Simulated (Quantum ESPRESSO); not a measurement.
# CdInS2 (P-3m1) in Quantum ESPRESSO: single point with PBE

Aim: the single point of CdInS2 with PBE.

Program: Quantum ESPRESSO 7.5. These are calculated values, not measurements. Logs are shortened: lines on timing, memory, paths and dates and some standing lists are left out, and cuts for length are marked.

## (1) The crystal as given

The structure is trigonal, space group P-3m1 (No. 164). Conventional cell: a = 3.869 Å, b = 3.869 Å, c = 6.811 Å, α = 90.00°, β = 90.00°, γ = 120.00°. Around In (site symmetry -3m) lie 6 S at 2.83 Å. Around Cd (site symmetry -3m) lie 6 S at 2.79 Å. S (site symmetry 3m) is surrounded by 3 Cd at 2.79 Å and 3 In at 2.83 Å.

The cell comes from a database or a generator and needn't be the stable form of this composition.

## (2) Single point, PBE

File run.py:

```python
import numpy as np
from ase.calculators.espresso import Espresso, EspressoProfile
from ase.io import read

atoms = read('CdInS2.xyz')

input_data = {
    'control': {'calculation': 'scf', 'prefix': 'pwscf', 'outdir': './tmp', 'tprnfor': True, 'tstress': True, 'disk_io': 'nowf'},
    'system': {'ecutwfc': 60.0, 'ecutrho': 480.0, 'nbnd': 27, 'occupations': 'smearing', 'smearing': 'fd', 'degauss': 0.00367493},
    'electrons': {'conv_thr': 8e-10, 'electron_maxstep': 120, 'mixing_beta': 0.5},
}
pseudopotentials = {'In': 'In.pbe-dn-rrkjus_psl.0.2.2.UPF', 'S': 's_pbe_v1.4.uspp.F.UPF', 'Cd': 'Cd.pbe-dn-rrkjus_psl.0.3.1.UPF'}
profile = EspressoProfile(command='pw.x', pseudo_dir='pseudo')
dft = Espresso(profile=profile, input_data=input_data, pseudopotentials=pseudopotentials, kpts=(8, 8, 4), koffset=(0, 0, 0))
atoms.calc = dft

print(f'energy {atoms.get_potential_energy():.8f} eV')
print('forces (eV/A)')
print(np.round(atoms.get_forces(), 6))
print('stress (eV/A^3, Voigt)')
print(np.round(atoms.get_stress(), 8))
print(f'Fermi level {dft.get_fermi_level():.4f} eV')
```

File CdInS2.xyz:

```xyz
4
Lattice="3.8694961422 0.0000000000 0.0000000000 -1.9347480711 3.3510819590 0.0000000000 0.0000000000 0.0000000000 6.8105290000" Properties=species:S:1:pos:R:3 pbc="T T T"
In     0.0000000000      0.0000000000      3.4052645000
Cd     0.0000000000      0.0000000000      0.0000000000
S     -0.0000000002      2.2340546394      1.6682458891
S      1.9347480713      1.1170273196      5.1422831109
```

Potentials or basis: SSSP 1.3 efficiency PBE.

On the command line:

```console
OMP_NUM_THREADS=1 python run.py
```

The log of the run:

```text
energy -4291.24238294 eV
forces (eV/A)
[[ 0.       -0.        0.      ]
 [ 0.        0.        0.      ]
 [ 0.        0.       -0.045877]
 [ 0.        0.        0.045877]]
stress (eV/A^3, Voigt)
[ 7.8043e-04  7.8043e-04  7.3450e-05 -0.0000e+00 -0.0000e+00 -0.0000e+00]
Fermi level 8.6160 eV
```

espresso.pwi:

```text
&CONTROL
   calculation      = 'scf'
   tstress          = .true.
   tprnfor          = .true.
   outdir           = './tmp'
   prefix           = 'pwscf'
   disk_io          = 'nowf'
   pseudo_dir       = 'pseudo'
/
&SYSTEM
   nbnd             = 27
   ecutwfc          = 60.0
   ecutrho          = 480.0
   occupations      = 'smearing'
   degauss          = 0.00367493
   smearing         = 'fd'
   ntyp             = 3
   nat              = 4
   ibrav            = 0
/
&ELECTRONS
   electron_maxstep = 120
   conv_thr         = 8e-10
   mixing_beta      = 0.5
/
&IONS
/
&CELL
/
&FCP
/
&RISM
/
ATOMIC_SPECIES
In 114.818 In.pbe-dn-rrkjus_psl.0.2.2.UPF
Cd 112.414 Cd.pbe-dn-rrkjus_psl.0.3.1.UPF
S 32.06 s_pbe_v1.4.uspp.F.UPF

K_POINTS automatic
8 8 4  0 0 0

CELL_PARAMETERS angstrom
3.86949614220000 0.00000000000000 0.00000000000000
-1.93474807110000 3.35108195900000 0.00000000000000
0.00000000000000 0.00000000000000 6.81052900000000

ATOMIC_POSITIONS angstrom
In 0.0000000000 0.0000000000 3.4052645000  
Cd 0.0000000000 0.0000000000 0.0000000000  
S -0.0000000002 2.2340546394 1.6682458891  
S 1.9347480713 1.1170273196 5.1422831109
```

espresso.pwo:

```text
This program is part of the open-source Quantum ESPRESSO suite
     for quantum simulation of materials; please cite
         "P. Giannozzi et al., J. Phys.:Condens. Matter 21 395502 (2009);
         "P. Giannozzi et al., J. Phys.:Condens. Matter 29 465901 (2017);
         "P. Giannozzi et al., J. Chem. Phys. 152 154105 (2020);
     in publications or presentations arising from this work. More details at

Warning: card &CELL ignored
Warning: card &FCP ignored
Warning: card &RISM ignored

     file In.pbe-dn-rrkjus_psl.0.2.2.UPF: wavefunction(s)  5S renormalized
     file Cd.pbe-dn-rrkjus_psl.0.3.1.UPF: wavefunction(s)  4D renormalized
     Message from routine setup:
     using ibrav=0 with symmetry is DISCOURAGED, use correct ibrav instead

     G-vector sticks info
     --------------------
     sticks:   dense  smooth     PW     G-vecs:    dense   smooth      PW
     Sum        1777     877    253               105797    37395    5819

     Using Slab Decomposition

     bravais-lattice index     =            0
     lattice parameter (alat)  =       7.3123  a.u.
     unit-cell volume          =     595.9597 (a.u.)^3
     number of atoms/cell      =            4
     number of atomic types    =            3
     number of electrons       =        37.00
     number of Kohn-Sham states=           27
     kinetic-energy cutoff     =      60.0000  Ry
     charge density cutoff     =     480.0000  Ry
     scf convergence threshold =      8.0E-10
     mixing beta               =       0.5000
     number of iterations used =            8  plain     mixing
     Exchange-correlation=  SLA  PW   PBX  PBC
                           (   1   4   3   4   0   0   0)

     celldm(1)=   7.312288  celldm(2)=   0.000000  celldm(3)=   0.000000
     celldm(4)=   0.000000  celldm(5)=   0.000000  celldm(6)=   0.000000

     crystal axes: (cart. coord. in units of alat)
               a(1) = (   1.000000   0.000000   0.000000 )
               a(2) = (  -0.500000   0.866025   0.000000 )
               a(3) = (   0.000000   0.000000   1.760056 )

     reciprocal axes: (cart. coord. in units 2 pi/alat)
               b(1) = (  1.000000  0.577350 -0.000000 )
               b(2) = (  0.000000  1.154701  0.000000 )
               b(3) = (  0.000000 -0.000000  0.568164 )

     PseudoPot. # 1 for In read from file:
     In.pbe-dn-rrkjus_psl.0.2.2.UPF
     Pseudo is Ultrasoft + core correction, Zval = 13.0
     Generated using "atomic" code by A. Dal Corso  v.5.0.99 svn rev. 10869
     Using radial grid of 1241 points,  6 beta functions with:
                l(1) =   0
                l(2) =   0
                l(3) =   1
                l(4) =   1
                l(5) =   2
                l(6) =   2
     Q(r) pseudized with 0 coefficients

     PseudoPot. # 2 for Cd read from file:
     Cd.pbe-dn-rrkjus_psl.0.3.1.UPF
     Pseudo is Ultrasoft + core correction, Zval = 12.0
     Generated using "atomic" code by A. Dal Corso  v.5.0.99 svn rev. 10869
     Using radial grid of 1239 points,  6 beta functions with:
                l(1) =   0
                l(2) =   0
                l(3) =   1
                l(4) =   1
                l(5) =   2
                l(6) =   2
     Q(r) pseudized with 0 coefficients

     PseudoPot. # 3 for S  read from file:
     s_pbe_v1.4.uspp.F.UPF
     Pseudo is Ultrasoft + core correction, Zval =  6.0
     Generated by new atomic code, or converted to UPF format
     Using radial grid of  907 points,  6 beta functions with:
                l(1) =   0
                l(2) =   0
                l(3) =   1
                l(4) =   1
                l(5) =   2
                l(6) =   2
     Q(r) pseudized with  8 coefficients,  rinner =    1.300   1.300   1.300
                                                       1.300   1.300

     atomic species   valence    mass     pseudopotential
     In               13.00   114.81800     In( 1.00)
     Cd               12.00   112.41400     Cd( 1.00)
     S                 6.00    32.06000     S ( 1.00)

     12 Sym. Ops., with inversion, found

   Cartesian axes

     site n.     atom                  positions (alat units)
         1        In     tau(   1) = (   0.0000000   0.0000000   0.8800279  )
         2        Cd     tau(   2) = (   0.0000000   0.0000000   0.0000000  )
         3        S      tau(   3) = (  -0.0000000   0.5773503   0.4311274  )
         4        S      tau(   4) = (   0.5000000   0.2886751   1.3289283  )

     number of k points=    35  Fermi-Dirac smearing, width (Ry)=  0.0037
                       cart. coord. in units 2pi/alat
        k(    1) = (   0.0000000   0.0000000   0.0000000), wk =   0.0078125
        k(    2) = (   0.0000000   0.0000000   0.1420410), wk =   0.0156250
        k(    3) = (   0.0000000   0.0000000  -0.2840819), wk =   0.0078125
        k(    4) = (   0.0000000   0.1443376   0.0000000), wk =   0.0468750
        k(    5) = (   0.0000000   0.1443376   0.1420410), wk =   0.0468750
        k(    6) = (   0.0000000   0.1443376  -0.2840819), wk =   0.0468750
[... 27 lines left out ...]
        k(   34) = (  -0.1250000   0.3608439  -0.1420410), wk =   0.0937500
        k(   35) = (  -0.1250000   0.5051815  -0.1420410), wk =   0.0937500

     Dense  grid:   105797 G-vectors     FFT dimensions: (  54,  54,  90)

     Smooth grid:    37395 G-vectors     FFT dimensions: (  40,  40,  64)

     Initial potential from superposition of free atoms

     starting charge      36.9913, renormalised to      37.0000
     Starting wfcs are   26 randomized atomic wfcs +    1 random wfcs

     Self-consistent Calculation

     iteration #  1     ecut=    60.00 Ry     beta= 0.50
     Davidson diagonalization with overlap
     ethr =  1.00E-02,  avg # of iterations =  4.7

     Threshold (ethr) on eigenvalues was too large:
     Diagonalizing with lowered threshold

     Davidson diagonalization with overlap
     ethr =  4.39E-04,  avg # of iterations =  2.0

     total energy              =    -315.34954246 Ry
     estimated scf accuracy    <       0.16016273 Ry

     iteration #  2     ecut=    60.00 Ry     beta= 0.50
     Davidson diagonalization with overlap
     ethr =  4.33E-04,  avg # of iterations =  2.1
[... 11 lines left out ...]
     iteration #  4     ecut=    60.00 Ry     beta= 0.50
     Davidson diagonalization with overlap
     ethr =  1.98E-05,  avg # of iterations =  5.2

     total energy              =    -315.40024366 Ry
     estimated scf accuracy    <       0.00066432 Ry

     iteration #  5     ecut=    60.00 Ry     beta= 0.50
     Davidson diagonalization with overlap
     c_bands:  1 eigenvalues not converged
     c_bands:  1 eigenvalues not converged
     c_bands:  1 eigenvalues not converged
     ethr =  1.80E-06,  avg # of iterations =  7.5

     total energy              =    -315.40051052 Ry
     estimated scf accuracy    <       0.00006221 Ry

     iteration #  6     ecut=    60.00 Ry     beta= 0.50
     Davidson diagonalization with overlap
     ethr =  1.68E-07,  avg # of iterations =  4.1

     total energy              =    -315.40052147 Ry
     estimated scf accuracy    <       0.00000710 Ry
[... 26 lines left out ...]
     total energy              =    -315.40052532 Ry
     estimated scf accuracy    <          3.1E-09 Ry

     iteration # 11     ecut=    60.00 Ry     beta= 0.50
     Davidson diagonalization with overlap
     ethr =  8.49E-12,  avg # of iterations =  3.8

     End of self-consistent calculation

          k = 0.0000 0.0000 0.0000 (  4669 PWs)   bands (ev):

    -6.1305  -6.1276  -6.1276  -6.0599  -6.0599  -5.3654  -4.4727  -0.2130
    -0.1309  -0.1309   0.0887   0.0887   1.7925   5.9933   6.5305   6.5305
     6.7186   7.0423   7.0423  10.4387  12.9869  13.4391  13.4391  15.0933
    15.5523  15.5523  17.0239

          k = 0.0000 0.0000 0.1420 (  4616 PWs)   bands (ev):

    -6.1275  -6.1275  -6.1261  -6.0597  -6.0597  -5.2605  -4.6342  -0.1716
    -0.1328  -0.1328   0.0874   0.0874   2.1206   4.7094   6.6006   6.6006
     6.9835   6.9835   8.0225  10.2773  12.9259  13.4569  13.4569  14.3128
    14.8632  14.8632  17.6333
[... 64 lines left out ...]
          k = 0.0000 0.4330-0.2841 (  4672 PWs)   bands (ev):

    -6.3632  -6.1159  -6.0958  -6.0609  -6.0242  -4.4931  -4.0221  -0.1305
    -0.0910  -0.0154   0.1068   0.1851   2.5252   3.0712   5.2855   5.3366
     6.0573   6.1590   8.3416   9.3654  12.6621  12.8218  13.7736  13.8359
    14.2419  15.1355  16.6465

          k = 0.0000-0.5774 0.0000 (  4658 PWs)   bands (ev):

    -6.3979  -6.1216  -6.0975  -6.0563  -6.0113  -4.2994  -3.9660  -0.1215
    -0.0908  -0.0854   0.2191   0.2943   2.3996   3.5079   4.1176   5.1188
     5.3158   6.8952   8.5407  10.4449  10.5007  12.4299  12.7928  14.3212
    14.5432  17.1884  17.6334

          k = 0.0000-0.5774 0.1420 (  4678 PWs)   bands (ev):

    -6.3960  -6.1212  -6.0972  -6.0542  -6.0113  -4.3547  -3.8981  -0.1111
    -0.0915  -0.0709   0.2190   0.2629   2.2398   3.0845   4.6138   5.5032
     5.7256   6.6010   7.8522   9.8370  11.5859  12.4676  12.9475  13.7475
    15.1401  16.2250  17.0814

          k = 0.0000-0.5774-0.2841 (  4700 PWs)   bands (ev):

    -6.3941  -6.1207  -6.0969  -6.0521  -6.0113  -4.3973  -3.8427  -0.1193
    -0.0975  -0.0323   0.2189   0.2344   2.1147   2.7944   5.5178   5.6393
     5.9506   6.0565   7.8062   8.9180  12.4465  12.5955  13.7463  13.8071
    14.2408  15.0720  17.2708

          k = 0.1250 0.2165 0.0000 (  4675 PWs)   bands (ev):

    -6.2328  -6.1164  -6.1058  -6.0857  -6.0546  -5.0277  -4.2186  -0.1518
    -0.0739  -0.0486   0.0735   0.1025   2.2431   4.1266   5.2082   6.2108
     6.4202   6.5242   8.9595  10.7080  11.9768  12.5869  13.1372  14.5771
    14.8977  15.1326  16.1285
[... 113 lines left out ...]
          k = 0.0000 0.4330-0.1420 (  4670 PWs)   bands (ev):

    -6.3659  -6.1167  -6.0960  -6.0629  -6.0242  -4.4471  -4.0812  -0.0978
    -0.0850  -0.0233   0.1795   0.1850   2.3754   3.4590   4.2505   5.6259
     6.0679   6.6758   7.9630  10.3450  11.7237  12.7686  13.1252  13.3928
    15.0998  15.9512  16.5890

          k =-0.1250 0.3608-0.1420 (  4674 PWs)   bands (ev):

    -6.3192  -6.1224  -6.1020  -6.0776  -6.0370  -4.5642  -4.1347  -0.1181
    -0.0615   0.0083   0.0810   0.1537   2.6428   3.5190   4.4606   5.4598
     5.9226   6.5126   8.6701  10.6265  11.7669  12.8819  13.2218  14.0990
    14.4131  15.2606  16.4751

          k =-0.1250 0.5052-0.1420 (  4684 PWs)   bands (ev):

    -6.3684  -6.1310  -6.1091  -6.0584  -6.0243  -4.2887  -3.9676  -0.0940
    -0.0701  -0.0219   0.1838   0.2347   2.2858   3.2961   4.3944   5.3244
     5.7267   6.2451   8.0891  10.4374  11.3916  12.6110  12.9934  14.2663
    14.7431  15.5918  17.2898

     the Fermi energy is     8.6160 ev

!    total energy              =    -315.40052532 Ry
     estimated scf accuracy    <          7.2E-11 Ry
     smearing contrib. (-TS)   =      -0.00057949 Ry
     internal energy E=F+TS    =    -315.39994583 Ry

     The total energy is F=E-TS. E is the sum of the following terms:
     one-electron contribution =     -84.05712536 Ry
     hartree contribution      =      72.10214714 Ry
     xc contribution           =    -107.42385933 Ry
     ewald contribution        =    -196.02110828 Ry

     convergence has been achieved in  11 iterations

     Forces acting on atoms (cartesian axes, Ry/au):

     atom    1 type  1   force =     0.00000000   -0.00000000    0.00000000
     atom    2 type  2   force =     0.00000000    0.00000000    0.00000000
     atom    3 type  3   force =     0.00000000    0.00000000   -0.00178435
     atom    4 type  3   force =     0.00000000    0.00000000    0.00178435

     Total force =     0.002523     Total SCF correction =     0.000000

     Computing stress (Cartesian axis) and pressure

          total   stress  (Ry/bohr**3)                   (kbar)     P=       -0.87
  -0.00000850   0.00000000   0.00000000           -1.25        0.00        0.00
   0.00000000  -0.00000850   0.00000000            0.00       -1.25        0.00
   0.00000000   0.00000000  -0.00000080            0.00        0.00       -0.12

=------------------------------------------------------------------------------=
   JOB DONE.
=------------------------------------------------------------------------------=
```

Run time: 2.2 min. Hardware: 1 thread of Arm Neoverse V1, shared host; peak memory 0.48 GiB.

What came out:

```
Free energy            : -4291.2428 eV
Pressure               : -0.1 GPa
Largest force          : 0.046 eV/Å
Band gap on the k mesh : none (metal or under the smearing width)
```

Forces in eV/Å, atoms in the order of the input:
```
In   0.000  0.000  0.000
Cd   0.000  0.000  0.000
S    0.000  0.000 -0.046
S    0.000  0.000  0.046
```

Levels at points of the mesh, in eV from the Fermi level:
| k point | band 14 | band 15 | band 16 | band 17 | band 18 | band 19 | band 20 | band 21 | band 22 | band 23 |
| --- | --- | --- | --- | --- | --- | --- | --- | --- | --- | --- |
| (0.00, 0.00, 0.00) | -2.62 | -2.09 | -2.09 | -1.90 | -1.57 | -1.57 | 1.82 | 4.37 | 4.82 | 4.82 |
| (0.00, 0.00, -0.50) | -4.95 | -1.91 | -1.91 | -1.73 | -1.73 | 0.54 | 1.11 | 4.50 | 4.88 | 4.88 |
| (0.00, -0.50, 0.00) | -5.11 | -4.50 | -3.50 | -3.30 | -1.72 | -0.08 | 1.83 | 1.88 | 3.81 | 4.18 |
| (0.00, -0.50, -0.50) | -5.82 | -3.10 | -2.98 | -2.67 | -2.56 | -0.81 | 0.30 | 3.83 | 3.98 | 5.13 |

## (3) For comparison

An earlier run on the cell as given: functional PBE; potentials or basis SSSP 1.3 efficiency PBE; cutoff 816 eV; density cutoff 6531 eV; k mesh 8 × 8 × 4; occupations fermi-dirac, width 0.05 eV; no spin polarisation.

* Pressure: -0.1 GPa
* Largest force: 0.046 eV/Å
* Band gap on the k mesh: none (metal or under the smearing width)
